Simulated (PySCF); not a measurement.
# MoNOH: structure of the singlet

Aim: relax MoNOH as a singlet from a PBE0 minimum start, check by its vibrations whether the end is a minimum, and collect its spectrum and constants.

Program: PySCF 2.14.0. Level of theory: PBE0, basis Mo def2-TZVP with ECP28, N def2-TZVP, O def2-TZVP, H def2-TZVP, scalar-relativistic core potentials, no spin–orbit coupling, density fitting. These are calculated values, not measurements.

### 1 Starting geometry

4 atoms, charge 0, spin multiplicity 1.

Bond lengths: Mo1–N2 1.617 Å, Mo1–O3 1.869 Å, O3–H4 0.961 Å. Angles: N2–Mo1–O3 105.9°, Mo1–O3–H4 119.9°.

```xyz
4
charge 0 multiplicity 1
Mo   -0.2574    0.0733    0.0000
N     0.0000   -1.5230    0.0000
O     1.4357    0.8650    0.0000
H     2.2218    0.3131    0.0000
```

### 2 The SCF at the typed geometry

One driver script runs all steps and calls PySCF; scf.py shows how it sets up the SCF of each step. The optimiser is the driver's own. After this first run the driver tries any further starts and a stability analysis.

Input file scf.py:

```python
from pyscf import gto, scf, dft
mol = gto.M(atom='''
Mo    -0.257410     0.073300    -0.000000
N     -0.000000    -1.523020     0.000000
O      1.435650     0.864960     0.000000
H      2.221830     0.313080    -0.000000''',
    basis={'Mo': 'def2-TZVP', 'N': 'def2-TZVP', 'O': 'def2-TZVP', 'H': 'def2-TZVP'},
    ecp={'Mo': 'def2-TZVP'},
    charge=0, spin=0)
mf = dft.RKS(mol, xc='PBE0')
mf.grids.atom_grid = (50, 194)
aux = {'Mo': 'def2-universal-JKFIT', 'N': 'def2-universal-JKFIT', 'O': 'def2-universal-JKFIT', 'H': 'def2-universal-JKFIT'}
mf = mf.density_fit(auxbasis=aux)
mf.conv_tol = 1e-08
mf.diis_space = 10
mf.max_cycle = 60
mf.init_guess = 'minao'
mf.verbose = 4
mf.kernel()
```

Started as:

```console
> OMP_NUM_THREADS=2 python axn.py task.json out
```

What it wrote:

```text
init E= -192.211099726544
  HOMO = -0.412758982546153  LUMO = -0.402132787537604  gap/eV = 0.28915
cycle= 1 E= -198.390914544096  delta_E= -6.18  |g|= 1.02  |ddm|=  4.2
  HOMO = -0.065641355042402  LUMO = -0.0392081392850478  gap/eV = 0.71928
cycle= 2 E= -197.168790151089  delta_E= 1.22  |g|= 2.43  |ddm|= 2.57
  HOMO = -0.128111328500935  LUMO = -0.10035766692766  gap/eV = 0.75522
cycle= 3 E= -198.563115881815  delta_E= -1.39  |g|= 0.43  |ddm|= 2.39
  HOMO = -0.163839091682568  LUMO = -0.11729005441174  gap/eV = 1.26666
cycle= 4 E= -198.582965592983  delta_E= -0.0198  |g|= 0.362  |ddm|= 0.417
  HOMO = -0.179373479903532  LUMO = -0.120628146861204  gap/eV = 1.59854
cycle= 5 E= -198.586123843547  delta_E= -0.00316  |g|= 0.346  |ddm|= 0.313
  HOMO = -0.160837347586739  LUMO = -0.104702559097674  gap/eV = 1.52751
cycle= 6 E= -198.609698587098  delta_E= -0.0236  |g|= 0.051  |ddm|= 0.179
  HOMO = -0.165003275984695  LUMO = -0.105751116994153  gap/eV = 1.61233
cycle= 7 E= -198.61025357718  delta_E= -0.000555  |g|= 0.0201  |ddm|= 0.0334
  HOMO = -0.166941685666448  LUMO = -0.106914142448002  gap/eV = 1.63343
cycle= 8 E= -198.610378989785  delta_E= -0.000125  |g|= 0.00671  |ddm|= 0.0209
  HOMO = -0.168048351641712  LUMO = -0.107681953940439  gap/eV = 1.64265
cycle= 9 E= -198.610407365984  delta_E= -2.84e-05  |g|= 0.00149  |ddm|= 0.0173
  HOMO = -0.168155446794191  LUMO = -0.107760805373513  gap/eV = 1.64342
cycle= 10 E= -198.610408847281  delta_E= -1.48e-06  |g|= 0.000314  |ddm|= 0.00379
  HOMO = -0.168144079766783  LUMO = -0.107758870579666  gap/eV = 1.64317
cycle= 11 E= -198.61040894244  delta_E= -9.52e-08  |g|= 0.000118  |ddm|= 0.00102
  HOMO = -0.168137155441318  LUMO = -0.107753125897659  gap/eV = 1.64313
cycle= 12 E= -198.61040894938  delta_E= -6.94e-09  |g|= 3.78e-05  |ddm|= 0.000275
  HOMO = -0.168133531351248  LUMO = -0.107750532757663  gap/eV = 1.64311
Extra cycle  E= -198.610408945869  delta_E= 3.51e-09  |g|= 0.00014  |ddm|= 8.63e-05
converged SCF energy = -198.610408945869
```

This step, with its further starts and checks, needed 8 s of wall time on 2 threads of Arm Neoverse V2, shared host.

This is not the lowest solution: one lies 47.3 kJ/mol lower, at -198.62844 Eh, and the relaxation starts from that.

### 3 Relaxation: PBE0 minimum start, singlet

The program finds Cs symmetry in the start, which this walk keeps. The walk stops when the largest gradient is under 0.0003 Eh/bohr and the energy has settled too.

Changes to scf.py since step 2:

```diff
@@ -3,4 +3,4 @@
-Mo    -0.257410     0.073300    -0.000000
-N     -0.000000    -1.523020     0.000000
-O      1.435650     0.864960     0.000000
-H      2.221830     0.313080    -0.000000''',
+Mo    -0.257414     0.073300     0.000000
+N     -0.000004    -1.523020     0.000000
+O      1.435646     0.864960     0.000000
+H      2.221826     0.313080     0.000000''',
@@ -17 +16,0 @@
-mf.init_guess = 'minao'
```

Steps of the walk:

```
step  energy (Eh)  change (kJ/mol)  largest symmetric gradient (Eh/bohr)
   0  -198.628440             0.00                               0.00006
```

The walk took 1.6 s.

Geometry (Å) and forces (eV/Å) at some steps:

```
step 0
Mo  -0.257   0.073   0.000   0.000   0.004   0.000
N    0.000  -1.523   0.000  -0.002  -0.002   0.000
O    1.436   0.865   0.000   0.002  -0.004   0.000
H    2.222   0.313   0.000   0.001   0.002   0.000
```

After 0 steps and 0.0 kJ/mol it ends at Cs: Mo–N 1.617 Å, Mo–O 1.869 Å, O–H 0.961 Å; H–O–Mo 119.9°, N–Mo–O 105.9°.

### 4 Hessian and properties

On the finer grid the gradient is checked again; gradients at displacements of ±0.02 bohr then give force constants and infrared intensities.

Changes to scf.py since step 3:

```diff
@@ -11 +11 @@
-mf.grids.atom_grid = (50, 194)
+mf.grids.atom_grid = (75, 302)
@@ -14 +14 @@
-mf.conv_tol = 1e-08
+mf.conv_tol = 1e-10
```

This SCF starts from the last density.

Log of the central SCF (cycles and frontier levels):

```text
init E= -198.628462505332
  HOMO = -0.191445944034523  LUMO = -0.103180748599242  gap/eV = 2.40182
cycle= 1 E= -198.628462505307  delta_E= 2.58e-11  |g|= 1.3e-05  |ddm|= 9.54e-06
  HOMO = -0.19144506216357  LUMO = -0.103179892730715  gap/eV = 2.40182
cycle= 2 E= -198.628462505053  delta_E= 2.54e-10  |g|= 3.86e-05  |ddm|= 2.49e-05
  HOMO = -0.191446281983634  LUMO = -0.103181241783212  gap/eV = 2.40181
cycle= 3 E= -198.628462505323  delta_E= -2.7e-10  |g|= 9.19e-06  |ddm|= 2.12e-05
  HOMO = -0.191445966573113  LUMO = -0.103180817785525  gap/eV = 2.40182
cycle= 4 E= -198.628462505339  delta_E= -1.55e-11  |g|= 1.16e-06  |ddm|= 4.96e-06
  HOMO = -0.191445751493124  LUMO = -0.10318055258801  gap/eV = 2.40182
Extra cycle  E= -198.628462505338  delta_E= 1.71e-13  |g|= 2.29e-06  |ddm|= 3.04e-06
converged SCF energy = -198.628462505338
```

The whole step took 57 s.

Geometry: Cs; Mo–N 1.617 Å, Mo–O 1.869 Å, O–H 0.961 Å; H–O–Mo 119.9°, N–Mo–O 105.9°.

Modes, for the most abundant isotopes:

| symmetry | ω (cm⁻¹) | IR (km/mol) |
| --- | --- | --- |
| a' | 264 | 15.1 |
| a'' | 548 | 120 |
| a' | 625 | 353 |
| a' | 705 | 35.6 |
| a' | 1182 | 101 |
| a' | 3895 | 236 |

No imaginary mode, so this is a minimum.

Constants and moments:

| Quantity | Value |
| --- | --- |
| Dipole moment | 2.53 D |
| Highest occupied level | -5.21 eV |
| Lowest empty level | -2.81 eV |
| Rotational constants | 0.6476, 0.2656, 0.1883 cm⁻¹ |
| Zero-point energy | 43.2 kJ/mol |
| Principal polarisabilities | 58.0, 76.0, 86.8 bohr³ |
| Atomisation energy without zero-point energy | 1209 kJ/mol |
| Principal traceless quadrupole moments about the centre of mass | -9.06, -4.40, 13.46 D Å |
| Entropy at 298.15 K and 1 bar | 279.8 J/(mol K) |
| Heat capacity Cp at 298.15 K | 53.7 J/(mol K) |
| Enthalpy at 298.15 K above 0 K | 12.37 kJ/mol |
| Rotational symmetry number | 1 |

Populations by atom (charges in e):

```csv
atom,Mulliken,Löwdin,polar tensor,Mayer order to Mo1
Mo1,0.87,0.42,1.17,–
N2,-0.51,-0.29,-0.55,2.95
O3,-0.72,-0.30,-0.97,1.12
H4,0.36,0.17,0.34,0.01
```

Outer orbital energies (eV). occupied: -19.65, -14.35, -10.85, -10.11, -9.14, -9.08, -8.67, -5.21; empty: -2.81, -2.76, -0.94, -0.02.

Mulliken populations on Mo1 (outside its core potential): s 2.66, p 6.11, d 4.32, f 0.04.

### 5 The broken-symmetry singlet

A stability analysis found the closed shell of the lowest minimum unstable towards spin polarisation, so the unrestricted solution is followed.

The program finds Cs symmetry in the start, which may break.

Changes to scf.py since step 4:

```diff
@@ -10,2 +10,2 @@
-mf = dft.RKS(mol, xc='PBE0')
-mf.grids.atom_grid = (75, 302)
+mf = dft.UKS(mol, xc='PBE0')
+mf.grids.atom_grid = (50, 194)
@@ -14 +14 @@
-mf.conv_tol = 1e-10
+mf.conv_tol = 1e-08
```

Steps of the walk:

```
step  energy (Eh)  change (kJ/mol)  largest gradient (Eh/bohr)
   0  -198.648583             0.00                     0.01198
   1  -198.649411            -2.17                     0.00497
   2  -198.649754            -3.07                     0.00114
   3  -198.649753            -3.07                     0.00165
   4  -198.649786            -3.16                     0.00144
   5  -198.649805            -3.21                     0.00091
   6  -198.649815            -3.23                     0.00049
   7  -198.649821            -3.25                     0.00031
   8  -198.649821            -3.25                     0.00013
```

The walk took 26 s.

Geometry (Å) and forces (eV/Å) at some steps:

```
step 0
Mo  -0.257   0.073   0.000  -0.324  -0.343   0.000
N    0.000  -1.523   0.000  -0.249  -0.155   0.000
O    1.436   0.865   0.000   0.617   0.417   0.000
H    2.222   0.313   0.000  -0.044   0.081   0.000
step 1
Mo  -0.252   0.060   0.000  -0.019  -0.255  -0.001
N   -0.034  -1.544   0.000  -0.170   0.037   0.000
O    1.450   0.880   0.000   0.107   0.221   0.001
H    2.236   0.333   0.000   0.082  -0.003   0.000
step 4
Mo  -0.235   0.033  -0.003  -0.024   0.009   0.006
N   -0.104  -1.580   0.001   0.027   0.048  -0.003
O    1.466   0.897   0.004  -0.073  -0.061  -0.009
H    2.272   0.379  -0.003   0.070   0.004   0.006
step 8
Mo  -0.240   0.034   0.000  -0.002  -0.001   0.001
N   -0.103  -1.577   0.000  -0.002   0.000  -0.001
O    1.463   0.887   0.001   0.007  -0.001  -0.001
H    2.280   0.385   0.000  -0.004   0.002   0.001
```

After 8 steps and 3.2 kJ/mol it ends at Cs: Mo–N 1.618 Å, Mo–O 1.904 Å, O–H 0.959 Å; H–O–Mo 121.8°, N–Mo–O 111.7°.

### 6 Frequencies

The point was taken to the finer grid, but the Hessian ran out of time, so its nature is unknown.

### 7 Outcome

| quantity | value |
| --- | --- |
| minimum | singlet, Cs (closed shell, unstable towards spin polarisation) |
| geometry | Mo–N 1.617 Å, Mo–O 1.869 Å, O–H 0.961 Å; H–O–Mo 119.9°, N–Mo–O 105.9° |
| wavenumbers (cm⁻¹) | 264 (a'), 548 (a''), 625 (a'), 705 (a'), 1182 (a'), 3895 (a') |
| dipole moment | 2.53 D |
| highest occupied, lowest empty level | -5.21, -2.81 eV |
| polar-tensor charge of Mo1 | +1.17 e |
| zero-point energy | 43.2 kJ/mol |

In words: The molecule stays Cs, as typed, and the end point is a minimum. In the infrared the band at 625 cm⁻¹ (a') leads. The first SCF alone would have been 47 kJ/mol too high. Other starts or spin states, not run here, may lie lower. A stability analysis at the minimum finds the closed shell unstable towards spin polarisation: an open-shell solution lies lower, and these values are not those of the lowest state.

The search up to here needed 3.5 min of wall time on 2 threads of Arm Neoverse V2, shared host.
